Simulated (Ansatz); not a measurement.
**InH3 (triplet): RPA-PBE over a scan of the distance In1–H2, def2-SVP**

How well do these functionals follow the top wave-function level for InH3 (triplet) over a scan of the distance In1–H2?

Computed with Ansatz 0.2.0, Gaussian basis. Level: def2-SVP, all electrons in the functionals, frozen cores in the correlation of double hybrids and RPA.

Plan: RPA-PBE, at 1.426 Å; 1.595 Å; 1.760 Å; 1.925 Å; 2.101 Å; 2.404 Å; 2.753 Å; 3.197 Å; 3.885 Å; 4.777 Å; 6.088 Å.

### 1 What is computed

The geometry derives from a PBE0/def2-TZVP stationary point (not a proven minimum). One bond is set to the value named and the two fragments are kept rigid. No spin-orbit coupling is included. Elements past krypton take def2 core potentials.

4 atoms, charge 0, spin multiplicity 3.

Atoms are counted from 1 here; the program's logs count them from 0.

Bond lengths: In1–H2 1.760 Å, H3–H4 0.769 Å.

No dispersion term is added.

The geometry shown and the zero of energy belong to the point 1.760 Å. The yardstick, FCI, and other wave-function levels (R restricted, U unrestricted, valence and pair active spaces) come from earlier runs.

### 2 RPA-PBE, 1.426 Å

Contents of in.yaml:

```yaml
crystal:
  periodic: [false, false, false]
  atoms:
    - {symbol: In, position_ang: [0.000000, 0.014207, -0.038844]}
    - {symbol: H, position_ang: [0.000000, -1.398668, -0.231869]}
    - {symbol: H, position_ang: [0.384545, -0.109867, 2.328360]}
    - {symbol: H, position_ang: [-0.384545, -0.109867, 2.328360]}
basis:
  gaussian: {orbitals: def2-SVP}
magnetization: {spin_polarized: true, initial_magnetization: 2}
hamiltonian: {xc: {name: PBE}}
correlation: {method: rpa, electrons: outside_noble_gas}
```

On the command line:

```console
ansatz run in.yaml --threads 1 --pin off --events-out ev --progress --plain --max-ram 2393MiB
```

Further steps of the session: RPA-PBE, 1.595 Å; RPA-PBE, 1.760 Å; RPA-PBE, 1.925 Å; RPA-PBE, 2.101 Å; RPA-PBE, 2.404 Å; RPA-PBE, 2.753 Å; RPA-PBE, 3.197 Å; RPA-PBE, 3.885 Å; RPA-PBE, 4.777 Å; RPA-PBE, 6.088 Å.

Before running them: what should the planned runs give, taken together? Wanted: span of the FCI curve; largest miss, RPA-PBE.

**Answer**, as computed:

| quantity | value |
| --- | --- |
| span of the FCI curve | 0.990 eV |
| largest miss, RPA-PBE | -0.082 eV (6.088 Å) |

What this shows: RPA-PBE strays by up to 0.082 eV, at 6.088 Å. Functionals and the yardstick converge differently with the basis, so part of each miss in def2-SVP is the basis.
